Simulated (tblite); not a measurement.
# C5H11BO3: the cost of one run

Programs: tblite 0.8.0 and PySCF 2.14.0, with density-fitted response routines of our own. Each step states its level of theory. These are calculated values for one molecule, in the gas phase or a continuum, unless marked as measured. Atoms are numbered from 0 throughout.

## 1. The starting structure

20 atoms, charge 0, multiplicity 1; geometry from: force field or distance geometry start.

Bonds of the start (Å): C0–O1 1.39, O1–C2 1.38, C2–C3 1.52, C3–C4 1.52, C4–B5 1.57, B5–O6 1.47, B5–O7 1.45, C4–C8 1.51, C8–C2 1.50, C0–H9 1.12, C0–H10 1.11, C0–H11 1.11, C2–H12 1.11, C3–H13 1.11, C3–H14 1.10, C4–H15 1.12, O6–H16 1.01, O7–H17 1.00, C8–H18 1.10, C8–H19 1.13.

## 2. Optimising the geometry with GFN2-xTB

What the job is given:

```
{"job": {"kind": "relax", "xc": "GFN2-xTB", "basis": "xTB"}, "charge": 0, "multiplicity": 1}
C      3.029300     0.289600    -0.097500
O      2.023200    -0.630800     0.169300
C      0.792400    -0.018400     0.066000
C     -0.215800    -0.809700    -0.758800
C     -1.221600    -0.664200     0.368900
B     -2.228800     0.483100    -0.004900
O     -1.710000     1.728400    -0.585600
O     -3.536500     0.066100    -0.470600
C     -0.064200    -0.299500     1.265500
H      3.013500     1.167000     0.590400
H      4.019900    -0.215200    -0.119600
H      2.845400     0.668600    -1.123900
H      0.822100     1.061300    -0.207300
H     -0.531000    -0.298000    -1.687200
H      0.079200    -1.865600    -0.860500
H     -1.679700    -1.628700     0.701300
H     -2.049800     2.475200    -0.003100
H     -3.428900    -0.787300    -0.989200
H     -0.254600     0.524700     1.961500
H      0.290800    -1.235800     1.782200
```

The run is started by

```console
$ OMP_NUM_THREADS=1 python probes_run.py task.json out
```

The driver reads the jobs from task.json and runs them one after another.

**Question.** How long does this first job take on 1 thread of Intel Xeon at 2.70GHz, shared host?

About 1.7 s.
